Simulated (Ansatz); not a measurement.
# BFH3NO: up Jacob's ladder to CCSD(T)

One table from this session's results is given with a row withheld; the runs are named, their logs left out.

The runs use Ansatz 0.2.0, Gaussian basis; functionals in def2-TZVPP, the program's frozen cores in correlated methods.

The runs, in order: LDA (SPW92), PBE-D4, revPBE-D4, BLYP-D4, r2SCAN-D4, B97M-V, PBE0-D4, B3LYP-D4, r2SCANh-D4, r2SCAN0-D4, HSE06-D4, BHLYP-D4, CAM-B3LYP-D4, LC-ωPBE, ωB97X-V, ωB97M-V, B2PLYP, PBE-QIDH; CCSD(T)/def2-SVP; CCSD(T)/def2-TZVPP; MP2/def2-QZVPP; extrapolation to the limit; RPA on PBE.

### The geometry

The geometry comes from an earlier relaxation with PBE0-D4 in a triple-zeta def2 set; it is a stationary point, not always the lowest conformer.

7 atoms, charge 0, spin multiplicity 1.

Atoms are counted from 1 here; the program's logs count them from 0.

Bond lengths: N1–B2 1.406 Å, N1–H5 1.004 Å, N1–H6 1.003 Å, B2–O3 1.363 Å, B2–F4 1.337 Å, O3–H7 0.957 Å. Angles: B2–N1–H5 121.1°, B2–N1–H6 124.7°, H5–N1–H6 114.2°, N1–B2–O3 125.7°, N1–B2–F4 118.3°, O3–B2–F4 116.0°, B2–O3–H7 114.6°.

The first run:

in.yaml

```yaml
crystal:
  periodic: [false, false, false]
  atoms:
    - {symbol: N, position_ang: [-0.531796, 0.753355, -0.032135]}
    - {symbol: B, position_ang: [0.039290, -0.505707, -0.288805]}
    - {symbol: O, position_ang: [1.106278, -1.044256, 0.366996]}
    - {symbol: F, position_ang: [-0.494758, -1.258237, -1.256257]}
    - {symbol: H, position_ang: [-1.320361, 1.081730, -0.559678]}
    - {symbol: H, position_ang: [-0.210145, 1.394327, 0.668472]}
    - {symbol: H, position_ang: [1.472692, -0.489212, 1.055706]}
basis:
  gaussian: {orbitals: def2-TZVPP}
hamiltonian: {xc: lda}
output: {orbitals: {seedname: orbitals}}
```

Among the steps run: LDA; PBE-D4 (GGA); revPBE-D4 (GGA); BLYP-D4 (GGA); r2SCAN-D4 (meta-GGA); B97M-V (meta-GGA); PBE0-D4 (hybrid); B3LYP-D4 (hybrid); r2SCANh-D4 (hybrid); r2SCAN0-D4 (hybrid); HSE06-D4 (hybrid); BHLYP-D4 (hybrid); CAM-B3LYP-D4 (range-separated); LC-ωPBE-D4 (range-separated; the results give it without D4); ωB97X-V (range-separated); ωB97M-V (range-separated); B2PLYP (double hybrid); PBE-QIDH (double hybrid).

One of the session's tables, all rows but one given; the rest of the session is left out.

It belongs to the step «Orbital energies across the functionals». 

```
  functional  HOMO (eV)  LUMO (eV)  gap (eV)
 LDA (SPW92)      -6.79      -0.53      6.26
      PBE-D4      -6.59      -0.42      6.17
   revPBE-D4      -6.51      -0.36      6.15
     BLYP-D4      -6.48      -0.49      5.99
   r2SCAN-D4      -6.93       0.38      7.30
      B97M-V      -6.99      -0.16      6.83
     PBE0-D4      -8.12       0.40      8.52
    B3LYP-D4      -7.87       0.01      7.88
  r2SCANh-D4          ?          ?         ?
  r2SCAN0-D4      -8.36       0.92      9.29
    HSE06-D4      -7.71       0.04      7.75
    BHLYP-D4      -9.58       0.92     10.50
CAM-B3LYP-D4      -9.62       1.08     10.70
     LC-ωPBE     -11.05       2.42     13.47
     ωB97X-V     -10.63       2.23     12.86
     ωB97M-V     -10.53       1.72     12.25
```

**Question.** Estimate the row for r2SCANh-D4.

Worked estimate for «HOMO (eV)». Against the share of exact exchange, r2SCAN-D4 (0, -6.93), r2SCAN0-D4 (0.25, -8.36) give a slope of -5.72 per unit share; at 0.1 the line stands at -7.50.

As computed: HOMO (eV): -7.50; LUMO (eV): 0.60; gap (eV): 8.10. In «HOMO (eV)» the line misses by 0.00.
